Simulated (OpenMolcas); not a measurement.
**Re³⁺ among point charges: CASSCF and CASPT2 levels and susceptibility**

How does a field of 4 point charges split the states of Re³⁺, and what χT follows?

The numbers are computed with OpenMolcas 26.06 (state-averaged CASSCF and CASPT2, spin-orbit coupling by RASSI with atomic mean-field integrals), except any that are marked as measured or tabulated.

**1. The system**

```
Species                           : Re³⁺ (rhenium, Z = 75, 72 electrons)
Basis                             : ANO-RCC-VDZP [7s6p4d2f1g], 68 functions
Scalar Hamiltonian                : DKH2, point nucleus
Inactive shells                   : 1s 2s 2p 3s 3p 3d 4s 4p 4d 4f 5s 5p
Active space                      : 4 electrons in 5 orbitals (5d)
Some configurations of this space : 5d⁴
Orbitals                          : optimised for each spin and parity, averaged over all roots
```

Outer shells as boxes (Hund's rule):

5d4
```
5d [↑ ][↑ ][↑ ][↑ ][  ]
```

The ion sits among 4 point charges of -2 e arranged as a tetrahedron (Td), 2.27 Å from the ion.

Each step is its own input file, run in one work folder so that later steps find the files of earlier ones. Labels, J, g values, rates, χT and fits are worked out afterwards by a script from the matrices that RASSI stores.

**2. GATEWAY and SEWARD: basis and integrals**

Contents of a.inp:

```
&GATEWAY
Coord
1

Re 0.0 0.0 0.0
Basis=ANO-RCC-VDZP
Group=NoSym
NoMove
AngMom=0.0 0.0 0.0
AMFI
XField
4 Angstrom 0
1.310585 1.310585 1.310585 -2.000000
1.310585 -1.310585 -1.310585 -2.000000
-1.310585 1.310585 -1.310585 -2.000000
-1.310585 -1.310585 1.310585 -2.000000
&SEWARD
```

Started as:

```
> OMP_NUM_THREADS=1 MOLCAS_MEM=1689 MOLCAS_PROJECT=a pymolcas a.inp > a.log
```

**3. CASSCF: quintets, 5 roots**

Contents of a.inp:

```
&RASSCF
FileOrb=start.orb
Symmetry=1
Spin=5
nActEl=4 0 0
Inactive=34
Ras2=5
CIRoot=5 5 1
SDav=5
CIMx=300
Iter=120 100
PrWF=0.3
OrbListing=Nothing
MaxOrb=0
>>> COPY $Project.JobIph JOB001
```

start.orb holds the contracted functions of the basis, ordered by shell, or the orbitals of the step before.

**4. Reference wave functions, triplets, 45 roots**

Contents of a.inp:

```
&RASSCF
FileOrb=start.orb
Symmetry=1
Spin=3
nActEl=4 0 0
Inactive=34
Ras2=5
CIRoot=45 45 1
SDav=45
CIMx=300
Iter=120 100
PrWF=0.3
OrbListing=Nothing
MaxOrb=0
>>> COPY $Project.JobIph JOB002
```

**5. Reference wave functions, singlets, 50 roots**

Contents of a.inp:

```
&RASSCF
FileOrb=start.orb
Symmetry=1
Spin=1
nActEl=4 0 0
Inactive=34
Ras2=5
CIRoot=50 50 1
SDav=50
CIMx=300
Iter=120 100
PrWF=0.3
OrbListing=Nothing
MaxOrb=0
>>> COPY $Project.JobIph JOB003
```

**6. State interaction with spin-orbit coupling**

Contents of a.inp:

```
&RASSI
NrOfJobIphs=3 5 45 50
1 2 3 4 5
1 2 3 4 5 6 7 8 9 10 11 12 13 14 15 16 17 18 19 20 21 22 23 24 25 26 27
28 29 30 31 32 33 34 35 36 37 38 39 40 41 42 43 44 45
1 2 3 4 5 6 7 8 9 10 11 12 13 14 15 16 17 18 19 20 21 22 23 24 25 26 27
28 29 30 31 32 33 34 35 36 37 38 39 40 41 42 43 44 45 46 47 48 49 50
IphNames
JOB001
JOB002
JOB003
EJob
SpinOrbit
DIPRint=1.0
SOCoupling=1000.0
Subsets=2
Property=9
'ANGMOM' 1 'ANGMOM' 2 'ANGMOM' 3 'MLTPL  1' 1 'MLTPL  1' 2 'MLTPL  1' 3
'AMFI' 1 'AMFI' 2 'AMFI' 3
SOProperty=3
'ANGMOM' 1 'ANGMOM' 2 'ANGMOM' 3
```

**7. CASPT2: IPEA 0.25, imaginary shift 0.1 (closed shells correlated: 4f 5s 5p)**

Contents of a.inp:

```
>>> COPY JOB001 $Project.JobIph
&CASPT2
Multistate=5 1 2 3 4 5
NoMult
Frozen=23
IPEA=0.25
Imaginary=0.1
MaxIter=60
WThr=0.0 0.3 0.05
PrWF=0.5
NoMix
>>> COPY JOB002 $Project.JobIph
&CASPT2
Multistate=45 1 2 3 4 5 6 7 8 9 10 11 12 13 14 15 16 17 18 19 20 21 22
23 24 25 26 27 28 29 30 31 32 33 34 35 36 37 38 39 40 41 42 43 44 45
NoMult
Frozen=23
IPEA=0.25
Imaginary=0.1
MaxIter=60
WThr=0.0 0.3 0.05
PrWF=0.5
NoMix
>>> COPY JOB003 $Project.JobIph
&CASPT2
Multistate=50 1 2 3 4 5 6 7 8 9 10 11 12 13 14 15 16 17 18 19 20 21 22
23 24 25 26 27 28 29 30 31 32 33 34 35 36 37 38 39 40 41 42 43 44 45 46
47 48 49 50
NoMult
Frozen=23
IPEA=0.25
Imaginary=0.1
MaxIter=60
WThr=0.0 0.3 0.05
PrWF=0.5
NoMix
```

(Steps that only read results are left out.)

Before running it: what results should come out? Wanted: spin-free ground state; first state of the same spin within the active space; lowest level; next level.

**Answer**, as computed:

| quantity | value |
| --- | --- |
| method | SS-CASPT2, IPEA 0.25, imaginary shift 0.1 (closed shells correlated: 4f 5s 5p) |
| spin-free ground state | 5T2, 3-fold in its orbital part |
| first state of the same spin within the active space | 5E at 3210 cm⁻¹ |
| lowest level | 1-fold A1 |
| next level | 3121.7 cm⁻¹ |
| χT at 300 K | 0.09 cm³ K/mol |
| effective moment at 300 K | 0.85 μB |

Cost by method:

```csv
method,time of its own steps,time with the reference
A. CASSCF,30 s,30 s
"B. SS-CASPT2, IPEA 0.25, imaginary shift 0.1, +4f 5s 5p",37 s,67 s
```

Times are of one thread on a shared host.

**Reading.** The spin-free ground state (5T2) comes to 100 % from free-ion D terms and keeps the highest spin of the shell. χT at 300 K is 0.09, against 3.01 cm³ K/mol for the spin alone, so spin-orbit coupling lowers it. An active space of the d shell alone favours high spin; real ions in strong fields can be low spin. CASPT2 does not keep the components of a term degenerate, and the means are used. The field of point charges can differ much from that of real complexes. Point charges carry no covalency, so the field is a model and not that of real ligands.
